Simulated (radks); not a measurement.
**Ga⁴⁺ in [Ar] 3d9: an all-electron calculation**

An exercise on one series of results from a longer session: the logs are not shown, and one member is left open.

The numbers are computed with radks (a radial shooting solver on a logarithmic mesh, Libxc functionals) version 1 (scalar-relativistic Kohn-Sham, BLYP, spin-polarised, spherical densities, finite nucleus; open shells are filled with parallel spins first), except any that are marked as measured or tabulated.

### Starting point

| Quantity | Value |
| --- | --- |
| element | gallium (Z = 31) |
| charge | +4 |
| electrons | 27 |
| configuration | [Ar] 3d9 |
| nuclear rms radius | 3.9973 fm |

Outer shells as boxes (Hund's rule):

Ga⁴⁺
```
[Ar] core
3d [↑↓][↑↓][↑↓][↑↓][↑ ]
```

The first run:

Input:

```text
Z 31
configuration [Ar] 3d9
relativity scalar-relativistic
functional b88,lyp
spin polarised
nucleus finite rms 3.9973 fm
c 137.035999084
```

On the command line:

```bash
> python run_ks.py task.json out
```

This one command runs every case of the session in turn.

One table of the session follows, with a row left open; its other results are not shown here.

It belongs to the step «Orbitals and density». From the orbitals of this run (lengths in bohr):

| level | <r> | outermost maximum (interpolated) | 90 % within | nodes |
| --- | --- | --- | --- | --- |
| 1s up | 0.04860 | 0.0318 | 0.0868 | 0 |
| 1s down | 0.04860 | 0.0318 | 0.0868 | 0 |
| 2s up | ? | ? | ? | ? |
| 2s down | 0.2178 | 0.182 | 0.337 | 1 |
| 2p up | 0.1907 | 0.146 | 0.312 | 0 |
| 2p down | 0.1907 | 0.146 | 0.311 | 0 |
| 3s up | 0.6467 | 0.563 | 0.967 | 2 |
| 3s down | 0.6474 | 0.563 | 0.968 | 2 |
| 3p up | 0.6698 | 0.564 | 1.03 | 1 |
| 3p down | 0.6709 | 0.564 | 1.03 | 1 |
| 3d up | 0.7429 | 0.524 | 1.24 | 0 |
| 3d down | 0.7474 | 0.525 | 1.25 | 0 |

Q: Estimate the row for 2s up from the others.

**Answer.** <r>: 0.2179; outermost maximum (interpolated): 0.182; 90 % within: 0.337; nodes: 1. In the column «<r>» it lies between 2s down (0.2178) and 3s up (0.6467).

Caveats from the session: Open shells are spherical and high-spin; term and fine-structure splittings are not resolved.
